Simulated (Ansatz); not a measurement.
Wanted: the native input for an Ansatz 0.2.0 run.

```yaml
Task: relaxation of cell and atoms
Functional: r2SCAN
Dispersion: D3(BJ)-ATM
Potentials_or_basis: Ansatz PAW
Cutoff: "500 eV (not typed: the program's choice for these potentials)"
k_mesh: 9 × 9 × 7
Occupations: fermi-dirac, width 0.05 eV
Spin: no spin polarisation
```

Crystal: SiSe.

```
Si Se
1.0
     3.59520    0.00000    0.00000
    -1.79760    3.11353    0.00000
     0.00000    0.00000    3.59873
Si Se
1 1
Direct
  0.66667 0.33333 0.50000
  0.00000 0.00000 0.00000
```

The cell was built by a generator and needn't be a form met in nature.

The input as run:

input.yaml

```yaml
crystal:
  lattice:
    - [3.5952, 0.0, 0.0]
    - [-1.7976, 3.11353, 0.0]
    - [0.0, 0.0, 3.59873]
  atoms:
    - { symbol: Si, position: [0.66667, 0.33333, 0.5] }
    - { symbol: Se, position: [0.0, 0.0, 0.0] }
hamiltonian:
  xc: r2scan
  pseudopotentials: { kind: paw }
  dispersion: d3bjatm
kpoints:
  mp_grid: { grid: [9, 9, 7] }
scf:
  occupations: { method: fermi_dirac, width: 0.05 }
output:
  forces: true
  stress: true
  eigenvalues: true
relax:
  f_tol: 0.01
  max_steps: 40
  cell: { stress_tol: 0.05 }
```

Potentials or basis: Ansatz PAW.

The run is started by

```bash
$ ansatz run input.yaml --threads 2 --pin off --max-ram 5632MiB --backend cpu --events-out ev --progress --plain --runs-dir out
```

It gave:

```
Relaxed volume                         : 19.80 Å³/atom
Relaxed cell                           : a = 3.567 Å, b = 3.567 Å, c = 3.595 Å, α = 90.00°, β = 90.00°, γ = 120.00°
Space group after relaxing (to 0.05 Å) : P-6m2 (No. 187)
Energy gained by relaxing              : 1.0 meV/atom
Ionic steps                            : 5
Pressure after relaxing                : 0.0 GPa
Band gap on the k mesh                 : none (metal or under the smearing width)
```

Caveat: the plane-wave basis is chosen anew once the cell has moved, so the energies of steps on either side of that aren't comparable; pairwise dispersion overbinds metals, which lowers pressure and volume; the PAW data sets come from PBE, with cores solved anew for the run's functional, which leaves a small shift of forces and pressure.

Run time: 5.7 s on 2 threads of AMD EPYC 9R45 96-Core Processor (Zen 5) (shared host), peak memory 0.51 GiB.
